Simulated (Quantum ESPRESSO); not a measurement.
# AgAu under changes of volume

One of the cells (17.522 Å³/atom); the others are scaled copies at fixed shape and fractional positions:

```
Au Ag
1.0
     2.93517    0.00000    0.00000
    -1.46758    2.54193    0.00000
     0.00000    0.00000    4.69691
Au Ag
1 1
Direct
  0.66667 0.33333 0.00000
  0.00000 0.00000 0.50000
```

The cell comes from a database or a generator and needn't be the stable form of this composition.

- Program: Quantum ESPRESSO 7.5
- Functional: r2SCAN
- Potentials or basis: SG15 PBE 1.2
- Cutoff: 952 eV
- Density cutoff: 3810 eV
- k mesh: 6 × 6 × 4
- Occupations: fermi-dirac, width 0.05 eV
- Spin: no spin polarisation

```tsv
volume (Å³/atom)	energy over the lowest point (meV/atom)	pressure (GPa)
16.470	?	?
16.821	11.79	5.5
17.171	2.71	2.4
17.522	0.00	-0.2
17.872	2.82	-2.5
18.223	10.32	-4.5
18.573	21.79	-6.2
```

Q: What does the run at 16.470 Å³/atom give?

A: Energy over the lowest point 27.96 meV/atom; pressure 8.8 GPa.

Worked out: A Birch-Murnaghan fit of order 3 (a polynomial in V^(-2/3)) to the other rows has its minimum at 17.51 Å³/atom with B0 = V·E''(V) = 126 GPa and B' = 6.8 at fixed shape and positions, which overstates the stiffness. It gives 28.40 meV/atom at 16.470 Å³/atom, against the run's 27.96, and -dE/dV = 9.5 GPa, against 8.8.

Energies are extrapolated to zero smearing.

Caveats: all runs use coarse meshes; the potentials were made for another functional, which shifts forces and pressure.
